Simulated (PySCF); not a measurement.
# C₇H₈Se: NMR shifts at several levels of theory

Aim: compute the NMR shifts of C₇H₈Se (`C[Se]c1ccccc1`) at several levels, and see how far they spread and what each costs.

The runs use PySCF 2.14.0, with density-fitted response routines of our own; the level of theory stands in each step. All values are computed, except where a source is named. Atoms are numbered from 0 throughout.

### Step 1. The starting structure

16 atoms, charge 0, multiplicity 1; geometry from: GFN2-xTB.

Bonds of the start (Å): C0–Se1 1.95, Se1–C2 1.92, C2–C3 1.39, C3–C4 1.38, C4–C5 1.39, C5–C6 1.38, C6–C7 1.38, C7–C2 1.39, C0–H8 1.08, C0–H9 1.09, C0–H10 1.09, C3–H11 1.08, C4–H12 1.08, C5–H13 1.08, C6–H14 1.08, C7–H15 1.08.

### Step 2. Optimising the geometry at PBE0-D3(BJ)/def2-SVP

Job settings and geometry (Å):

```
{"job": {"xc": "PBE0", "basis": "def2-SVP", "d3": "d3bj", "grid": 1, "kind": "geom"}, "charge": 0, "multiplicity": 1}
C      2.471420    -0.562100     0.466500
Se     1.242290     0.667550    -0.419950
C     -0.463770    -0.079050     0.039190
C     -1.586110     0.577780    -0.456500
C     -2.849210     0.101210    -0.168380
C     -3.003400    -1.032200     0.614890
C     -1.885890    -1.683320     1.106430
C     -0.615240    -1.212520     0.822780
H      2.302650    -0.546450     1.534810
H      3.473270    -0.202770     0.245290
H      2.343540    -1.568680     0.059180
H     -1.455140     1.461990    -1.066360
H     -3.716670     0.615170    -0.555730
H     -3.990950    -1.405530     0.840630
H     -1.999270    -2.566940     1.717950
H      0.244720    -1.733330     1.215450
```

The program printed:

```text
step   0  E = -2672.02579465  max force = 0.015890
step   1  E = -2672.02741373  max force = 0.004310
step   2  E = -2672.02723476  max force = 0.007370
step   3  E = -2672.02756889  max force = 0.000879
step   4  E = -2672.02757331  max force = 0.000284
optimisation converged
```

Wall time 59 s (8 threads of Intel Xeon at 2.70GHz, shared host).

Step by step: (the energy doesn't fall at every step)

```
step  energy from step 0 (eV)  largest force component (eV/Å)
   0                   0.0000                          0.8171
   1                  -0.0441                          0.2216
   2                  -0.0392                          0.3790
   3                  -0.0483                          0.0452
   4                  -0.0484                          0.0146
```

Distances of close pairs at the start and the end, largest changes first:

```
  bond  before (Å)  after (Å)  change (Å)
C0–Se1       1.952      1.934      -0.017
 C0–H8       1.082      1.098      +0.017
Se1–C2       1.918      1.902      -0.016
C4–H12       1.080      1.093      +0.013
C5–H13       1.080      1.092      +0.012
C6–H14       1.081      1.093      +0.012
 C2–C7       1.386      1.398      +0.012
C7–H15       1.079      1.091      +0.012
```

The next job starts from the end point, and lists it.

```
                         at the end point                value
  point group (found at 0.08 Å tolerance)                   Cs
rotational constants (GHz, main isotopes)  3.698, 0.860, 0.701
                        dipole moment (D)                 1.21
```

### Step 3. Nuclear shieldings: PBE0/pcSseg-2

Job settings and geometry (Å):

```
{"job": {"kind": "nmr", "xc": "PBE0", "basis": "pcSseg-2", "pop": false}, "charge": 0, "multiplicity": 1}
C      2.432399    -0.566452     0.466956
Se     1.253892     0.678325    -0.429362
C     -0.435477    -0.064539     0.029775
C     -1.573475     0.589007    -0.463977
C     -2.843541     0.104482    -0.170316
C     -3.000924    -1.036792     0.617236
C     -1.871160    -1.686026     1.107837
C     -0.592917    -1.207736     0.819012
H      2.268654    -0.554382     1.552841
H      3.451942    -0.218447     0.253867
H      2.309740    -1.582785     0.068917
H     -1.463761     1.483898    -1.082771
H     -3.720444     0.625302    -0.562503
H     -3.998962    -1.416074     0.846366
H     -1.978675    -2.580745     1.726061
H      0.274949    -1.736227     1.216241
```

Method: GIAO PBE0/pcSseg-2 NMR shielding, non-relativistic, gas phase.

The program printed:

```text
coarse grid: 63368 points
cycle   1  E = -2672.5799651559  dE =  7.039e-02  |g| = 9.615e-01  |ddm| = 3.055e+00
cycle   2  E = -2672.5648889637  dE =  1.508e-02  |g| = 8.048e-01  |ddm| = 7.951e-01
cycle   3  E = -2672.6287194332  dE = -6.383e-02  |g| = 1.783e-01  |ddm| = 5.498e-01
cycle   4  E = -2672.6347214964  dE = -6.002e-03  |g| = 5.266e-02  |ddm| = 2.800e-01
cycle   5  E = -2672.6354956238  dE = -7.741e-04  |g| = 1.991e-02  |ddm| = 8.593e-02
cycle   6  E = -2672.6356021319  dE = -1.065e-04  |g| = 2.872e-03  |ddm| = 1.930e-02
cycle   7  E = -2672.6356040419  dE = -1.910e-06  |g| = 1.293e-03  |ddm| = 3.527e-03
final grid: 134512 points
cycle   8  E = -2672.6356409298  dE =  4.818e-07  |g| = 1.968e-03  |ddm| = 6.893e-03
cycle   9  E = -2672.6356393449  dE =  1.585e-06  |g| = 3.172e-03  |ddm| = 3.708e-03
cycle  10  E = -2672.6356418660  dE = -2.521e-06  |g| = 3.153e-04  |ddm| = 2.369e-03
cycle  11  E = -2672.6356418931  dE = -2.710e-08  |g| = 2.657e-05  |ddm| = 2.365e-04
cycle  12  E = -2672.6356418933  dE = -1.555e-10  |g| = 9.545e-06  |ddm| = 2.689e-05
converged SCF energy = -2672.6356418933

GIAO shielding tensors (ppm)
atom      isotropic    diamagn.    paramagn.     s11        s22        s33       span
  0 C      171.284     241.637     -70.353    163.044    168.730    182.077     19.033
  1 Se    1586.716    3004.560   -1417.844   1213.352   1426.716   2120.080    906.728
  2 C       28.313     249.593    -221.280    -60.202     -5.667    150.809    211.010
  3 C       47.067     256.660    -209.592    -63.649     43.112    161.740    225.389
  4 C       46.286     252.167    -205.881    -67.768     34.750    171.875    239.642
  5 C       51.430     252.512    -201.081    -59.423     39.042    174.672    234.095
  6 C       45.303     253.089    -207.786    -70.459     34.746    171.621    242.080
  7 C       51.770     258.225    -206.454    -61.606     42.076    174.842    236.448
  8 H       28.996      30.490      -1.494     24.167     25.722     37.098     12.930
  9 H       29.370      28.061       1.308     23.524     26.606     37.979     14.454
 10 H       28.999      30.495      -1.496     24.177     25.734     37.087     12.910
 11 H       23.726      33.603      -9.877     19.089     21.727     30.361     11.272
 12 H       23.817      28.969      -5.153     20.450     23.920     27.081      6.630
 13 H       23.971      27.370      -3.399     20.773     24.342     26.800      6.027
 14 H       23.722      29.724      -6.002     20.286     23.434     27.448      7.162
 15 H       24.026      35.209     -11.184     18.900     21.498     31.679     12.780
```

Run time: 2.1 min. Hardware: 8 threads of Intel Xeon at 2.70GHz, shared host.

The references, computed at this level on geometries of the same kind, shield at (ppm): ¹H TMS 31.25, ¹³C TMS 184.1, ⁷⁷Se Me2Se 1766. Their shielding less the atom's gives the shift. The references are single molecules in the gas phase. Atoms listed in one row are averaged.

```
      atoms                               environment  σ (ppm)  δ (ppm)
         C2               substituted aromatic carbon     28.3    155.8
     C4, C6                               aromatic CH     45.8    138.3
     C3, C7                               aromatic CH     49.4    134.7
         C5                               aromatic CH     51.4    132.7
         C0                methyl carbon bonded to Se    171.3     12.8
   H12, H14                hydrogen on an aromatic CH    23.77     7.48
   H11, H15                hydrogen on an aromatic CH    23.88     7.37
        H13                hydrogen on an aromatic CH    23.97     7.27
H8, H9, H10  hydrogen on a methyl carbon bonded to Se    29.12     2.12
        Se1                    selenium bonded to 2 C     1587      180
```

Ring of atoms C2, C3, C4, C5, C6, C7: NICS(0) -7.4, NICS(1) -9.2, NICS(1)zz -26.5 ppm (means of both faces).

### Step 4. Shielding tensors: PBE/pcSseg-2

The job, as its differences from that of step 3:

```diff
@@ -1,2 +1,2 @@
-{"job": {"kind": "nmr", "xc": "PBE0", "basis": "pcSseg-2", "pop": false}, "charge": 0, "multiplicity": 1}
+{"job": {"kind": "nmr", "xc": "PBE", "basis": "pcSseg-2", "pop": false}, "charge": 0, "multiplicity": 1}
 C      2.432399    -0.566452     0.466956
```

Method: GIAO PBE/pcSseg-2 NMR shielding, non-relativistic, gas phase.

The program printed:

```text
coarse grid: 63368 points
cycle   1  E = -2672.4180511387  dE = -1.639e-01  |g| = 1.226e+00  |ddm| = 3.080e+00
cycle   2  E = -2672.2015968326  dE =  2.165e-01  |g| = 1.446e+00  |ddm| = 1.353e+00
cycle   3  E = -2672.4965989720  dE = -2.950e-01  |g| = 3.946e-01  |ddm| = 1.372e+00
cycle   4  E = -2672.5371754056  dE = -4.058e-02  |g| = 1.236e-01  |ddm| = 7.775e-01
cycle   5  E = -2672.5411553641  dE = -3.980e-03  |g| = 7.115e-02  |ddm| = 2.387e-01
cycle   6  E = -2672.5425328748  dE = -1.378e-03  |g| = 1.773e-02  |ddm| = 6.080e-02
cycle   7  E = -2672.5426037315  dE = -7.086e-05  |g| = 8.337e-03  |ddm| = 2.169e-02
cycle   8  E = -2672.5426183511  dE = -1.462e-05  |g| = 2.582e-03  |ddm| = 7.245e-03
cycle   9  E = -2672.5426199081  dE = -1.557e-06  |g| = 8.960e-04  |ddm| = 3.289e-03
final grid: 134512 points
cycle  10  E = -2672.5426542306  dE =  1.305e-06  |g| = 2.373e-03  |ddm| = 9.640e-03
cycle  11  E = -2672.5426431012  dE =  1.113e-05  |g| = 6.575e-03  |ddm| = 6.753e-03
cycle  12  E = -2672.5426558657  dE = -1.276e-05  |g| = 3.342e-04  |ddm| = 4.958e-03
cycle  13  E = -2672.5426558885  dE = -2.277e-08  |g| = 6.603e-05  |ddm| = 2.649e-04
cycle  14  E = -2672.5426558895  dE = -1.051e-09  |g| = 2.212e-05  |ddm| = 7.024e-05
cycle  15  E = -2672.5426558897  dE = -1.273e-10  |g| = 7.032e-06  |ddm| = 2.098e-05
converged SCF energy = -2672.5426558897

GIAO shielding tensors (ppm)
atom      isotropic    diamagn.    paramagn.     s11        s22        s33       span
  0 C      165.567     241.053     -75.486    157.470    161.185    178.045     20.575
  1 Se    1498.166    3004.123   -1505.957   1144.820   1342.247   2007.431    862.611
  2 C       23.793     250.573    -226.780    -57.249    -11.621    140.250    197.499
  3 C       44.740     256.695    -211.955    -61.710     41.563    154.368    216.078
  4 C       44.008     252.128    -208.120    -65.790     33.307    164.506    230.296
  5 C       49.313     252.696    -203.383    -57.756     37.883    167.812    225.568
  6 C       42.765     253.032    -210.267    -69.022     33.150    164.167    233.189
  7 C       49.641     258.954    -209.313    -59.963     39.970    168.915    228.877
  8 H       28.916      30.401      -1.485     24.250     25.666     36.832     12.582
  9 H       29.265      28.238       1.027     23.696     26.655     37.443     13.747
 10 H       28.920      30.405      -1.485     24.262     25.677     36.821     12.559
 11 H       23.760      33.490      -9.730     19.470     21.599     30.210     10.740
 12 H       23.892      28.950      -5.058     20.796     23.840     27.040      6.245
 13 H       24.047      27.506      -3.459     21.159     24.208     26.774      5.615
 14 H       23.780      29.674      -5.894     20.627     23.311     27.402      6.776
 15 H       24.084      35.239     -11.156     19.352     21.358     31.541     12.189
```

Wall time 77 s (8 threads of Intel Xeon at 2.70GHz, shared host).

In short: δ C2 155.6, C4 136.0, C3 132.2, C5 130.1, H12 7.34, H11 7.26 ppm (means over like atoms).

### Step 5. NMR shieldings: wB97X-D/pcSseg-2

The job, as its differences from that of step 4:

```diff
@@ -1,2 +1,2 @@
-{"job": {"kind": "nmr", "xc": "PBE", "basis": "pcSseg-2", "pop": false}, "charge": 0, "multiplicity": 1}
+{"job": {"kind": "nmr", "xc": "wB97X-D", "basis": "pcSseg-2", "pop": false}, "charge": 0, "multiplicity": 1}
 C      2.432399    -0.566452     0.466956
```

With the program's defaults for keys left out, this is: GIAO wB97X-D/pcSseg-2 NMR shielding, non-relativistic, gas phase.

The program printed:

```text
coarse grid: 63368 points
cycle   1  E = -2673.1734686153  dE =  3.504e-01  |g| = 9.044e-01  |ddm| = 2.998e+00
cycle   2  E = -2673.1948474869  dE = -2.138e-02  |g| = 6.054e-01  |ddm| = 7.866e-01
cycle   3  E = -2673.2146968741  dE = -1.985e-02  |g| = 1.152e-01  |ddm| = 2.646e-01
cycle   4  E = -2673.2159517030  dE = -1.255e-03  |g| = 2.299e-02  |ddm| = 8.456e-02
cycle   5  E = -2673.2160737779  dE = -1.221e-04  |g| = 9.957e-03  |ddm| = 5.467e-02
cycle   6  E = -2673.2161014806  dE = -2.770e-05  |g| = 2.670e-03  |ddm| = 2.216e-02
cycle   7  E = -2673.2161035711  dE = -2.091e-06  |g| = 5.150e-04  |ddm| = 5.477e-03
final grid: 134512 points
cycle   8  E = -2673.2152947745  dE = -5.227e-06  |g| = 7.788e-04  |ddm| = 1.003e-02
cycle   9  E = -2673.2152948659  dE = -9.132e-08  |g| = 5.652e-04  |ddm| = 1.556e-03
cycle  10  E = -2673.2152949149  dE = -4.904e-08  |g| = 1.369e-04  |ddm| = 5.717e-04
cycle  11  E = -2673.2152949200  dE = -5.132e-09  |g| = 3.647e-05  |ddm| = 3.123e-04
cycle  12  E = -2673.2152949206  dE = -5.730e-10  |g| = 1.713e-05  |ddm| = 1.277e-04
converged SCF energy = -2673.2152949206

GIAO shielding tensors (ppm)
atom      isotropic    diamagn.    paramagn.     s11        s22        s33       span
  0 C      172.378     241.273     -68.895    163.599    171.762    181.774     18.175
  1 Se    1569.888    3004.506   -1434.618   1171.084   1403.573   2135.006    963.922
  2 C       27.410     249.801    -222.391    -66.128     -5.013    153.371    219.499
  3 C       45.724     255.384    -209.660    -67.954     42.405    162.722    230.675
  4 C       44.587     250.598    -206.011    -72.414     33.226    172.951    245.365
  5 C       49.596     250.656    -201.060    -63.981     37.488    175.281    239.263
  6 C       43.783     250.874    -207.092    -74.691     33.325    172.714    247.405
  7 C       50.035     257.680    -207.645    -66.194     41.620    174.680    240.874
  8 H       29.139      30.534      -1.394     24.325     25.946     37.147     12.822
  9 H       29.572      28.132       1.441     23.693     26.759     38.265     14.572
 10 H       29.143      30.539      -1.396     24.333     25.957     37.138     12.805
 11 H       23.815      33.443      -9.627     19.187     21.763     30.496     11.310
 12 H       23.877      29.404      -5.527     20.528     23.924     27.179      6.650
 13 H       24.029      27.920      -3.891     20.827     24.364     26.897      6.070
 14 H       23.793      30.045      -6.252     20.364     23.469     27.546      7.182
 15 H       24.075      35.165     -11.090     18.944     21.512     31.769     12.824
```

It took 2.6 min on 8 threads of Intel Xeon at 2.70GHz, shared host.

In short: δ C2 157.0, C4 140.2, C3 136.5, C5 134.8, H12 7.52, H11 7.41 ppm (means over like atoms).

### Step 6. NMR shieldings: KT2/pcSseg-2

The job, as its differences from that of step 5:

```diff
@@ -1,2 +1,2 @@
-{"job": {"kind": "nmr", "xc": "wB97X-D", "basis": "pcSseg-2", "pop": false}, "charge": 0, "multiplicity": 1}
+{"job": {"kind": "nmr", "xc": "KT2", "basis": "pcSseg-2", "pop": false}, "charge": 0, "multiplicity": 1}
 C      2.432399    -0.566452     0.466956
```

Level: GIAO KT2/pcSseg-2 NMR shielding, non-relativistic, gas phase.

The program printed:

```text
coarse grid: 63368 points
cycle   1  E = -2687.4416265292  dE = -1.069e-01  |g| = 7.779e-01  |ddm| = 4.954e+00
cycle   2  E = -2687.2997334312  dE =  1.419e-01  |g| = 9.472e-01  |ddm| = 1.315e+00
cycle   3  E = -2687.5098277307  dE = -2.101e-01  |g| = 2.660e-01  |ddm| = 1.071e+00
cycle   4  E = -2687.5274230171  dE = -1.760e-02  |g| = 1.063e-01  |ddm| = 5.719e-01
cycle   5  E = -2687.5306909526  dE = -3.268e-03  |g| = 3.554e-02  |ddm| = 1.855e-01
cycle   6  E = -2687.5309536896  dE = -2.627e-04  |g| = 1.848e-02  |ddm| = 4.777e-02
cycle   7  E = -2687.5310409305  dE = -8.724e-05  |g| = 3.663e-03  |ddm| = 1.516e-02
cycle   8  E = -2687.5310433416  dE = -2.411e-06  |g| = 2.237e-03  |ddm| = 7.214e-03
final grid: 134512 points
cycle   9  E = -2687.5310259543  dE =  5.711e-06  |g| = 5.102e-03  |ddm| = 1.047e-02
cycle  10  E = -2687.5309873082  dE =  3.865e-05  |g| = 1.276e-02  |ddm| = 1.483e-02
cycle  11  E = -2687.5310325158  dE = -4.521e-05  |g| = 1.417e-03  |ddm| = 1.051e-02
cycle  12  E = -2687.5310330361  dE = -5.203e-07  |g| = 1.249e-04  |ddm| = 1.234e-03
cycle  13  E = -2687.5310330402  dE = -4.029e-09  |g| = 3.012e-05  |ddm| = 1.650e-04
cycle  14  E = -2687.5310330404  dE = -2.051e-10  |g| = 1.043e-05  |ddm| = 3.035e-05
converged SCF energy = -2687.5310330404

GIAO shielding tensors (ppm)
atom      isotropic    diamagn.    paramagn.     s11        s22        s33       span
  0 C      169.306     242.241     -72.936    161.789    165.185    180.943     19.155
  1 Se    1561.361    3008.984   -1447.623   1213.880   1415.277   2054.925    841.045
  2 C       36.722     254.718    -217.997    -41.273      7.031    144.407    185.680
  3 C       55.566     258.385    -202.820    -45.823     56.367    156.154    201.977
  4 C       55.455     253.266    -197.812    -48.628     48.202    166.789    215.418
  5 C       60.603     253.846    -193.243    -40.657     52.190    170.275    210.933
  6 C       54.245     253.180    -198.934    -51.743     47.985    166.494    218.236
  7 C       60.730     262.882    -202.152    -43.922     54.626    171.485    215.407
  8 H       28.899      30.777      -1.878     24.105     25.670     36.923     12.818
  9 H       29.231      28.378       0.853     23.632     26.577     37.485     13.853
 10 H       28.903      30.784      -1.882     24.117     25.681     36.911     12.794
 11 H       23.918      33.071      -9.153     19.491     22.242     30.022     10.531
 12 H       24.092      27.366      -3.274     20.843     24.577     26.857      6.014
 13 H       24.244      25.312      -1.068     21.212     24.962     26.557      5.345
 14 H       23.971      28.013      -4.042     20.665     24.031     27.218      6.553
 15 H       24.271      35.037     -10.766     19.389     22.028     31.395     12.006
```

Run time: 81 s. Hardware: 8 threads of Intel Xeon at 2.70GHz, shared host.

This run: δ C2 145.6, C4 127.4, C3 124.1, C5 121.7, H12 7.15, H11 7.08 ppm (means over like atoms).

### Step 7. Nuclear shieldings: HF/pcSseg-2

The job, as its differences from that of step 6:

```diff
@@ -1,2 +1,2 @@
-{"job": {"kind": "nmr", "xc": "KT2", "basis": "pcSseg-2", "pop": false}, "charge": 0, "multiplicity": 1}
+{"job": {"kind": "nmr", "xc": "HF", "basis": "pcSseg-2", "pop": false}, "charge": 0, "multiplicity": 1}
 C      2.432399    -0.566452     0.466956
```

Level: GIAO HF/pcSseg-2 NMR shielding, non-relativistic, gas phase.

The program printed:

```text
final grid: 134512 points
cycle   1  E = -2669.5748991018  dE =  9.658e-01  |g| = 7.101e-01  |ddm| = 3.274e+00
cycle   2  E = -2669.6638542097  dE = -8.896e-02  |g| = 3.043e-01  |ddm| = 7.785e-01
cycle   3  E = -2669.6755115942  dE = -1.166e-02  |g| = 8.461e-02  |ddm| = 2.839e-01
cycle   4  E = -2669.6774831749  dE = -1.972e-03  |g| = 2.571e-02  |ddm| = 1.568e-01
cycle   5  E = -2669.6776829290  dE = -1.998e-04  |g| = 7.717e-03  |ddm| = 5.243e-02
cycle   6  E = -2669.6777091523  dE = -2.622e-05  |g| = 2.385e-03  |ddm| = 1.883e-02
cycle   7  E = -2669.6777130524  dE = -3.900e-06  |g| = 8.827e-04  |ddm| = 8.327e-03
cycle   8  E = -2669.6777135729  dE = -5.205e-07  |g| = 3.018e-04  |ddm| = 3.341e-03
cycle   9  E = -2669.6777136257  dE = -5.280e-08  |g| = 6.915e-05  |ddm| = 8.320e-04
cycle  10  E = -2669.6777136292  dE = -3.504e-09  |g| = 3.039e-05  |ddm| = 2.095e-04
cycle  11  E = -2669.6777136298  dE = -5.457e-10  |g| = 1.204e-05  |ddm| = 5.964e-05
converged SCF energy = -2669.6777136298

GIAO shielding tensors (ppm)
atom      isotropic    diamagn.    paramagn.     s11        s22        s33       span
  0 C      180.561     238.312     -57.750    172.180    182.497    187.006     14.826
  1 Se    1770.824    3004.625   -1233.801   1375.478   1609.079   2327.914    952.436
  2 C       38.249     245.485    -207.236    -66.726      9.734    171.740    238.467
  3 C       53.270     253.881    -200.611    -66.652     53.052    173.409    240.061
  4 C       51.989     249.408    -197.419    -70.950     43.786    183.130    254.080
  5 C       57.817     249.012    -191.195    -60.111     48.804    184.757    244.868
  6 C       51.465     250.800    -199.334    -72.817     44.248    182.965    255.781
  7 C       58.103     253.184    -195.081    -62.819     52.661    184.467    247.286
  8 H       29.392      30.699      -1.307     24.345     26.190     37.642     13.297
  9 H       29.853      28.044       1.809     23.639     26.830     39.091     15.453
 10 H       29.395      30.702      -1.307     24.352     26.204     37.630     13.279
 11 H       24.110      34.117     -10.007     18.787     22.554     30.990     12.202
 12 H       24.135      29.773      -5.638     20.207     24.683     27.515      7.308
 13 H       24.319      28.042      -3.724     20.464     25.281     27.212      6.748
 14 H       24.069      30.601      -6.532     20.058     24.269     27.880      7.822
 15 H       24.409      35.350     -10.942     18.514     22.439     32.272     13.758
```

Wall time 83 s (8 threads of Intel Xeon at 2.70GHz, shared host).

This run: δ C2 153.2, C4 139.7, C3 135.8, C5 133.7, H12 7.58, H11 7.42 ppm (means over like atoms).

### Step 8. Side by side: NMR shifts

Shifts (ppm) of some atoms, chosen among heavy atoms and hydrogens apart, means over like atoms, with basis size and wall time:

```
             run     C2     C4     C3     C5   H12   H13  Se1  functions     time
   PBE0/pcSseg-2  155.8  138.3  134.7  132.7  7.48  7.27  180        427  2.1 min
    PBE/pcSseg-2  155.6  136.0  132.2  130.1  7.34  7.13  180        427     77 s
wB97X-D/pcSseg-2  157.0  140.2  136.5  134.8  7.52  7.33  175        427  2.6 min
    KT2/pcSseg-2  145.6  127.4  124.1  121.7  7.15  6.93  170        427     81 s
     HF/pcSseg-2  153.2  139.7  135.8  133.7  7.58  7.36  145        427     83 s
```

### Step 9. What came out

| quantity | value |
| --- | --- |
| point group | Cs |
| rotational constants (main isotopes) | 3.70, 0.86, 0.70 GHz |
| ¹³C shifts against TMS (PBE0/pcSseg-2, means over atoms taken as alike) | 155.8, 138.3, 134.7, 132.7, 12.8 ppm |
| ¹H shifts against TMS (PBE0/pcSseg-2, means over atoms taken as alike) | 7.48, 7.37, 7.27, 2.12 ppm |
| ⁷⁷Se shifts against Me2Se (PBE0/pcSseg-2) | 180 ppm |
| range of the shift of Se1 | 145 to 180 ppm |

In words: Single values in the summary come from the first run of each kind that ended normally (PBE0/pcSseg-2), which need not be the best level. Relaxing lowered the energy by 0.048 eV in 4 steps; the close pair that moved most is C0–Se1, from 1.952 to 1.934 Å. At PBE0/pcSseg-2: The widest tensor belongs to Se1: span 907 ppm, with a paramagnetic part of -1418 ppm. NICS(1)zz of -26 ppm above the planar ring from C2 marks a diatropic (aromatic) ring current. Across the 5 runs the shift of Se1 moves most, between 145 (HF/pcSseg-2) and 180 ppm (PBE/pcSseg-2). Spin-orbit coupling is left out, which matters for shieldings and couplings at and beside the heavy atoms.
